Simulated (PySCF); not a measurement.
# The bond of CdIn+, level by level

One table from this session's results is given with a row withheld; the runs are named, their logs left out.

Program: PySCF 2.14.0. Level of theory: Cd def2-SVP with ECP28, In def2-SVP with ECP28, scalar-relativistic core potentials. These are calculated values, not measurements.

Set-up of the first run:

A driver script around PySCF takes these settings:

* atoms: Cd, In
* charge: 1
* basis: Cd def2-SVP with ECP28, In def2-SVP with ECP28
* Hamiltonian: scalar-relativistic core potentials
* basis functions: 57
* electrons treated: 40
* masses in u: 113.9034, 114.9039
* levels: PBE0, PBE, r²SCAN, B97-3, BHandHLYP, r²SCANh, CAM-B3LYP, HF, MP2, SCS-MP2, CCSD, CCSD(T)
* grid: 80 radial by 434 angular points
* occupations: held fixed by the projection of orbital angular momentum
* dissociation limit: Cd + In+, each in its ground configuration
* starting distance in angstrom: 2.890
* values of 2S to try: 0, 2

Launch:

```
OMP_NUM_THREADS=1 python dia.py task.json out
```

Steps of the session up to this table: Input; First curve: PBE0; Other states along the same grid; PBE (GGA); r²SCAN (meta-GGA); B97-3; BHandHLYP (global hybrid GGA); r²SCANh (hybrid meta-GGA); CAM-B3LYP (range-separated hybrid); RHF; Adding correlation.

One of the session's tables, all rows but one given; the rest of the session is left out.

Energy (eV) from each level's lowest point:

| R (Å) | RHF | RHF-MP2 | RHF-SCS-MP2 | RHF-CCSD | RHF-CCSD(T) |
| --- | --- | --- | --- | --- | --- |
| 2.784 | 0.461 | 0.220 | 0.257 | n/a | n/a |
| 2.913 | 0.263 | 0.091 | 0.116 | 0.115 | 0.103 |
| 3.043 | 0.137 | 0.026 | 0.040 | 0.038 | 0.031 |
| 3.140 | 0.076 | 0.004 | 0.011 | 0.010 | 0.007 |
| 3.237 | 0.036 | 0.000 | 0.000 | 0.000 | 0.000 |
| 3.334 | 0.013 | 0.008 | 0.002 | 0.002 | 0.005 |
| 3.464 | 0.000 | 0.031 | 0.017 | 0.019 | 0.025 |
| 3.625 | ? | ? | ? | ? | ? |
| 3.820 | 0.025 | 0.124 | 0.096 | 0.096 | 0.111 |
| 4.079 | 0.067 | 0.193 | 0.158 | n/a | n/a |

**Question.** Estimate the row for R (Å) = 3.625.

Worked estimate for «RHF». A straight line through the neighbours (3.464, 0.000) and (3.820, 0.025) gives 0.000 + (0.025 − 0.000) × (3.625 − 3.464) / (3.820 − 3.464) = 0.011; a parabola fitted to 4 rows on both sides gives 0.006.

The run gave: RHF: 0.004; RHF-MP2: 0.070; RHF-SCS-MP2: 0.050; RHF-CCSD: 0.051; RHF-CCSD(T): 0.062. In «RHF» the line misses by +0.007 and the parabola by +0.002.
